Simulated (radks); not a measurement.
**Fractional charge and spin in the 5p shell of praseodymium**

The task here is to estimate one member of a computed series from the others.

The numbers are computed with radks (a radial shooting solver on a logarithmic mesh, Libxc functionals) version 1 (scalar-relativistic Kohn-Sham, BLYP, spin-polarised, spherical densities, finite nucleus), except any that are marked as measured or tabulated.

**What is computed**

| Item | Value |
| --- | --- |
| element | praseodymium (Z = 59) |
| configuration | [Kr] 4d10 4f(up 1.5, down 1.5) 5s2 6s(up 0.5, down 0.5) 5p(up 3, down 3) |
| nuclear rms radius | 4.8919 fm |

A shell typed twice in an input gives spin up, then spin down.

Set-up of the first run:

The run's settings:

```text
Z 59
configuration [Kr] 4d10 4f1.5 4f1.5 5s2 6s0.5 6s0.5 5p3 5p3
relativity scalar-relativistic
functional b88,lyp
spin polarised
nucleus finite rms 4.8919 fm
c 137.035999084
```

Steps of the session up to this table: 5p: up 3, down 3.

One of the session's tables, all rows but one given; the rest of the session is left out.

It belongs to the step «5p: up 3, down 3». Radial moments (bohr):

| level | <r> | outermost maximum (interpolated) | 90 % within | nodes |
| --- | --- | --- | --- | --- |
| 3d | 0.2475 | 0.200 | 0.387 | 0 |
| 4s | 0.6225 | 0.579 | 0.894 | 3 |
| 4p | ? | ? | ? | ? |
| 4d | 0.7275 | 0.635 | 1.09 | 1 |
| 5s | 1.506 | 1.35 | 2.17 | 4 |
| 5p | 1.765 | 1.53 | 2.59 | 3 |
| 6s | 4.060 | 3.58 | 5.87 | 5 |
| 4f | 1.179 | 0.692 | 2.12 | 0 |

Estimate the missing values for 4p.

**Answer.** <r>: 0.6595; outermost maximum (interpolated): 0.604; 90 % within: 0.960; nodes: 2. In the column «<r>» it lies between 4s (0.6225) and 4d (0.7275).
